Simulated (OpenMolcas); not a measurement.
# Os⁴⁺ among point charges: CASSCF and CASPT2 levels and susceptibility

Aim: the splitting of the states of Os⁴⁺ in the field of 6 point charges, its lowest levels with spin-orbit coupling and its magnetic susceptibility.

The numbers are computed with OpenMolcas 26.06 (state-averaged CASSCF and CASPT2, spin-orbit coupling by RASSI with atomic mean-field integrals), except any that are marked as measured or tabulated.

## 1. Starting point

* Species: Os⁴⁺ (osmium, Z = 76, 72 electrons)
* Basis: ANO-RCC-VDZP [7s6p4d2f1g], 68 functions
* Scalar Hamiltonian: DKH2, point nucleus
* Inactive shells: 1s 2s 2p 3s 3p 3d 4s 4p 4d 4f 5s 5p
* Active space: 4 electrons in 5 orbitals (5d)
* Some configurations of this space: 5d4
* Orbitals: optimised for each spin and parity, averaged over all roots

The outer shells:

5d4
```
5d [↑ ][↑ ][↑ ][↑ ][  ]
```

The ion sits among 6 point charges of -1.7 e arranged as an octahedron (Oh), 2.38 Å from the ion.

The work runs as a chain of OpenMolcas steps in one folder; each step below is one input file. Labels, J, g values, rates, χT and fits are worked out afterwards by a script from the matrices that RASSI stores. The input lists half of the charges; inversion (Group=XYZ) makes the rest.

## 2. One- and two-electron integrals

Input file a.inp:

```
&GATEWAY
Coord
1

Os 0.0 0.0 0.0
Basis=ANO-RCC-VDZP
Group=XYZ
NoMove
AngMom=0.0 0.0 0.0
AMFI
XField
3 Angstrom 0
2.380000 0.000000 0.000000 -1.700000
0.000000 2.380000 0.000000 -1.700000
0.000000 0.000000 2.380000 -1.700000
&SEWARD
```

Run with:

```bash
OMP_NUM_THREADS=1 MOLCAS_MEM=1689 MOLCAS_PROJECT=a pymolcas a.inp > a.log
```

## 3. Reference wave functions, quintets of even parity, 5 roots

Input file a.inp:

```
&RASSCF
FileOrb=start.orb
Symmetry=1
Spin=5
nActEl=4 0 0
Inactive=15 19
Ras2=5 0
CIRoot=5 5 1
SDav=5
CIMx=300
Iter=120 100
PrWF=0.3
OrbListing=Nothing
MaxOrb=0
>>> COPY $Project.JobIph JOB001
```

start.orb holds the contracted functions of the basis, ordered by shell, or the orbitals of the step before.

## 4. Reference wave functions, triplets of even parity, 45 roots

Input file a.inp:

```
&RASSCF
FileOrb=start.orb
Symmetry=1
Spin=3
nActEl=4 0 0
Inactive=15 19
Ras2=5 0
CIRoot=45 45 1
SDav=45
CIMx=300
Iter=120 100
PrWF=0.3
OrbListing=Nothing
MaxOrb=0
>>> COPY $Project.JobIph JOB002
```

## 5. CASSCF: singlets of even parity, 50 roots

Input file a.inp:

```
&RASSCF
FileOrb=start.orb
Symmetry=1
Spin=1
nActEl=4 0 0
Inactive=15 19
Ras2=5 0
CIRoot=50 50 1
SDav=50
CIMx=300
Iter=120 100
PrWF=0.3
OrbListing=Nothing
MaxOrb=0
>>> COPY $Project.JobIph JOB003
```

## 6. State interaction with spin-orbit coupling

Input file a.inp:

```
&RASSI
NrOfJobIphs=3 5 45 50
1 2 3 4 5
1 2 3 4 5 6 7 8 9 10 11 12 13 14 15 16 17 18 19 20 21 22 23 24 25 26 27
28 29 30 31 32 33 34 35 36 37 38 39 40 41 42 43 44 45
1 2 3 4 5 6 7 8 9 10 11 12 13 14 15 16 17 18 19 20 21 22 23 24 25 26 27
28 29 30 31 32 33 34 35 36 37 38 39 40 41 42 43 44 45 46 47 48 49 50
IphNames
JOB001
JOB002
JOB003
EJob
SpinOrbit
DIPRint=1.0
SOCoupling=1000.0
Subsets=2
Property=9
'ANGMOM' 1 'ANGMOM' 2 'ANGMOM' 3 'MLTPL  1' 1 'MLTPL  1' 2 'MLTPL  1' 3
'AMFI' 1 'AMFI' 2 'AMFI' 3
SOProperty=3
'ANGMOM' 1 'ANGMOM' 2 'ANGMOM' 3
```

## 7. CASPT2: IPEA 0.25, imaginary shift 0.1 (closed shells correlated: 5s 5p)

Input file a.inp:

```
>>> COPY JOB001 $Project.JobIph
&CASPT2
Multistate=5 1 2 3 4 5
NoMult
Frozen=14 16
IPEA=0.25
Imaginary=0.1
MaxIter=60
WThr=0.0 0.3 0.05
PrWF=0.5
NoMix
>>> COPY JOB002 $Project.JobIph
&CASPT2
Multistate=45 1 2 3 4 5 6 7 8 9 10 11 12 13 14 15 16 17 18 19 20 21 22
23 24 25 26 27 28 29 30 31 32 33 34 35 36 37 38 39 40 41 42 43 44 45
NoMult
Frozen=14 16
IPEA=0.25
Imaginary=0.1
MaxIter=60
WThr=0.0 0.3 0.05
PrWF=0.5
NoMix
>>> COPY JOB003 $Project.JobIph
&CASPT2
Multistate=50 1 2 3 4 5 6 7 8 9 10 11 12 13 14 15 16 17 18 19 20 21 22
23 24 25 26 27 28 29 30 31 32 33 34 35 36 37 38 39 40 41 42 43 44 45 46
47 48 49 50
NoMult
Frozen=14 16
IPEA=0.25
Imaginary=0.1
MaxIter=60
WThr=0.0 0.3 0.05
PrWF=0.5
NoMix
```

(Steps that only read results are left out.)

Before running it: what results should come out? Wanted: spin-free ground state; first state of the same spin within the active space; lowest level; next level.

The runs gave:

| quantity | value |
| --- | --- |
| method | SS-CASPT2, IPEA 0.25, imaginary shift 0.1 (closed shells correlated: 5s 5p) |
| spin-free ground state | 5E, 2-fold in its orbital part |
| first state of the same spin within the active space | 5T2 at 4370 cm⁻¹ |
| lowest level | 1-fold A1 |
| next level | 4798.9 cm⁻¹ |
| χT at 300 K | 0.06 cm³ K/mol |
| effective moment at 300 K | 0.67 μB |

Cost by method:

```
                                              method  time of its own steps  time with the reference
                                           A. CASSCF                   29 s                     29 s
B. SS-CASPT2, IPEA 0.25, imaginary shift 0.1, +5s 5p                   11 s                     40 s
```

Times are of one thread on a shared host.

In words: The spin-free ground state (5E) comes to 100 % from free-ion D terms and keeps the highest spin of the shell. χT at 300 K is 0.06, against 3.01 cm³ K/mol for the spin alone, so spin-orbit coupling lowers it. An active space of the d shell alone favours high spin; real ions in strong fields can be low spin. A ligand-field fit to the states below 45000 cm-1 gives 10Dq = 4377 cm-1, B = 715 cm-1 and C = 3380 cm-1 (C/B = 4.73), with a deviation of 420 cm-1. CASPT2 does not keep the components of a term degenerate, and the means are used. An orbital doublet at a regular site is open to a Jahn-Teller distortion, which this geometry leaves out. The field of point charges can differ much from that of real complexes. With metal d orbitals alone active, the gaps between spin states are rough; where two lie within a few thousand cm-1, their order is open. Point charges carry no covalency, so the field is a model and not that of real ligands.
